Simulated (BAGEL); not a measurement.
# CH3BS2 (SMILES S=CBS) at HF/3-21G (density fitting with qzvpp-jkfit)

Aim: the vertical singlet–triplet gap of CH3BS2 at HF/3-21G (density fitting with qzvpp-jkfit), from 2 runs. 

The calculation is run with BAGEL 1.2.2.

1 further run of the same task is left out (it didn't finish).

### Step 1. The molecule

CH3BS2: 7 atoms, total charge 0, spin state singlet. As SMILES, `S=CBS`. The coordinates come from a PBE0-D4/def2-TZVP relaxation. This is one conformer, not always the lowest.

Bond lengths: S1–C2 1.616 Å, C2–B3 1.548 Å, B3–S4 1.773 Å, C2–H5 1.094 Å, B3–H6 1.194 Å, S4–H7 1.343 Å. Angles: S1–C2–B3 119.3°, C2–B3–S4 119.4°, S1–C2–H5 119.6°, B3–C2–H5 121.0°, C2–B3–H6 120.1°, S4–B3–H6 120.5°, B3–S4–H7 97.7°.

### Step 2. A single-point energy at HF/3-21G (density fitting with qzvpp-jkfit)

hf.json reads:

```json
{ "bagel" : [

{
  "title" : "molecule",
  "basis" : "3-21g",
  "df_basis" : "qzvpp-jkfit",
  "angstrom" : true,
  "geometry" : [
    { "atom" : "S", "xyz" : [       0.227300,      -2.350600,      -0.404000 ] },
    { "atom" : "C", "xyz" : [      -0.664500,      -1.024400,      -0.161700 ] },
    { "atom" : "B", "xyz" : [       0.030400,       0.282400,       0.293400 ] },
    { "atom" : "S", "xyz" : [       0.913200,       1.258400,      -0.894000 ] },
    { "atom" : "H", "xyz" : [      -1.753400,      -1.079200,      -0.257500 ] },
    { "atom" : "H", "xyz" : [      -0.032700,       0.627400,       1.434700 ] },
    { "atom" : "H", "xyz" : [       1.340600,       2.218000,      -0.056600 ] }
  ]
},

{
  "title" : "hf"
},

{
  "title" : "print",
  "file" : "orbitals.molden",
  "orbitals" : true
}

]}
```

Run with:

```bash
$ BAGEL_NUM_THREADS=1 BAGEL hf.json > hf.out
```

Standard output:

```text
* using 1 threads per process

  ===============================================================
  ===============================================================

  *** Geometry ***

  { "atom" : "S", "xyz" : [      0.429535,     -4.441990,     -0.763449 ] },
  { "atom" : "C", "xyz" : [     -1.255723,     -1.935835,     -0.305569 ] },
  { "atom" : "B", "xyz" : [      0.057448,      0.533659,      0.554446 ] },
  { "atom" : "S", "xyz" : [      1.725698,      2.378031,     -1.689415 ] },
  { "atom" : "H", "xyz" : [     -3.313446,     -2.039392,     -0.486604 ] },
  { "atom" : "H", "xyz" : [     -0.061794,      1.185614,      2.711190 ] },
  { "atom" : "H", "xyz" : [      2.533367,      4.191413,     -0.106958 ] },

  Number of auxiliary basis functions:      460

  Since a DF basis is specified, we compute 2- and 3-index integrals:
    o Being stored without compression. Storage requirement is 0.009 GB

  Number of basis functions:       50
  Number of electrons      :       46

    * METHOD: MOLECULE                             0.13

  *** RHF ***

  === Nuclear Repulsion ===
   165.0861174717

      * DIIS with orbital gradients will be used.

  === RHF iteration (3-21g) ===
      0       -854.98771324          0.01182901           0.03
      1       -855.03617569          0.00527673           0.03
      2       -855.04308288          0.00235914           0.03
      3       -855.04483218          0.00031852           0.03
      4       -855.04487899          0.00008393           0.03
      5       -855.04488426          0.00002642           0.03
      6       -855.04488506          0.00001061           0.03
      7       -855.04488523          0.00000511           0.03
      8       -855.04488527          0.00000297           0.03
      9       -855.04488529          0.00000166           0.03
     10       -855.04488530          0.00000076           0.03
     11       -855.04488530          0.00000025           0.03
     12       -855.04488530          0.00000009           0.03
     13       -855.04488530          0.00000004           0.03
     14       -855.04488530          0.00000002           0.03
     15       -855.04488530          0.00000001           0.03
     16       -855.04488530          0.00000001           0.03
    * SCF iteration converged.

    * Permanent dipole moment:
           (    0.494823,    -0.932063,    -0.629918) a.u.

    * METHOD: HF                                   0.54

    * METHOD: PRINT                                0.00

  ===============================================================
```

Run time: 0.82 s. Hardware: 1 thread of Arm Neoverse V2, shared host; peak memory 0.081 GiB.

### Step 3. The triplet, same level

calc.json reads:

```json
{ "bagel": [

{
  "title": "molecule",
  "basis": "3-21g",
  "df_basis": "qzvpp-jkfit",
  "angstrom": "true",
  "geometry": [
    { "atom": "S", "xyz": [       0.227300,      -2.350600,      -0.404000 ] },
    { "atom": "C", "xyz": [      -0.664500,      -1.024400,      -0.161700 ] },
    { "atom": "B", "xyz": [       0.030400,       0.282400,       0.293400 ] },
    { "atom": "S", "xyz": [       0.913200,       1.258400,      -0.894000 ] },
    { "atom": "H", "xyz": [      -1.753400,      -1.079200,      -0.257500 ] },
    { "atom": "H", "xyz": [      -0.032700,       0.627400,       1.434700 ] },
    { "atom": "H", "xyz": [       1.340600,       2.218000,      -0.056600 ] }
  ]
},

{ "title": "uhf", "nopen": 2 },

{ "title": "print", "file": "orbitals.molden", "orbitals": "true" }

]}
```

Run with:

```bash
$ BAGEL_NUM_THREADS=1 BAGEL calc.json > calc.out
```

Standard output:

```text
* using 1 threads per process

  ===============================================================
  ===============================================================

  *** Geometry ***

  { "atom" : "S", "xyz" : [      0.429535,     -4.441990,     -0.763449 ] },
  { "atom" : "C", "xyz" : [     -1.255723,     -1.935835,     -0.305569 ] },
  { "atom" : "B", "xyz" : [      0.057448,      0.533659,      0.554446 ] },
  { "atom" : "S", "xyz" : [      1.725698,      2.378031,     -1.689415 ] },
  { "atom" : "H", "xyz" : [     -3.313446,     -2.039392,     -0.486604 ] },
  { "atom" : "H", "xyz" : [     -0.061794,      1.185614,      2.711190 ] },
  { "atom" : "H", "xyz" : [      2.533367,      4.191413,     -0.106958 ] },

  Number of auxiliary basis functions:      460

  Since a DF basis is specified, we compute 2- and 3-index integrals:
    o Being stored without compression. Storage requirement is 0.009 GB

  Number of basis functions:       50
  Number of electrons      :       46

    * METHOD: MOLECULE                             0.13

  *** Open-shell HF ***

  === Nuclear Repulsion ===
   165.0861174717

      * DIIS with orbital gradients will be used.

  === UHF iteration (3-21g) ===
      0       -854.92778981          0.02401490           0.06
      1       -854.99246291          0.00754189           0.06
      2       -855.00313114          0.00349361           0.06
      3       -855.00625208          0.00190068           0.06
      4       -855.00779936          0.00068249           0.06
      5       -855.00814037          0.00026338           0.06
      6       -855.00818774          0.00011532           0.06
      7       -855.00819881          0.00005238           0.06
      8       -855.00820153          0.00000915           0.06
      9       -855.00820162          0.00000595           0.06
     10       -855.00820165          0.00000439           0.06
     11       -855.00820168          0.00000318           0.06
     12       -855.00820169          0.00000202           0.06
     13       -855.00820170          0.00000136           0.06
     14       -855.00820170          0.00000077           0.06
     15       -855.00820170          0.00000025           0.06
     16       -855.00820170          0.00000011           0.06
     17       -855.00820170          0.00000005           0.06
     18       -855.00820170          0.00000002           0.06
     19       -855.00820170          0.00000001           0.06
     20       -855.00820170          0.00000001           0.06
    * SCF iteration converged.

    * S^2 (UHF) is 2.0121

    * Permanent dipole moment:
           (    0.337529,    -0.354750,    -0.536192) a.u.

    * METHOD: UHF                                  1.36

    * METHOD: PRINT                                0.00

  ===============================================================
```

Wall time 1.6 s (1 thread of Arm Neoverse V2, shared host); peak memory 0.081 GiB.

### Step 4. Outcome

At HF/3-21G (density fitting with qzvpp-jkfit):

```
                                        quantity          value
                           singlet: total energy  -855.04489 Eh
                          singlet: dipole moment         3.12 D
                            singlet: HOMO energy       -9.45 eV
                            singlet: LUMO energy        1.03 eV
                          singlet: HOMO–LUMO gap       10.48 eV
                           triplet: total energy  -855.00820 Eh
                          triplet: dipole moment         1.85 D
                                   triplet: ⟨S²⟩          2.012
vertical energy of the triplet above the singlet       0.998 eV
```

What this shows: At this shape the triplet lies 1.00 eV (96.3 kJ/mol) above the singlet.
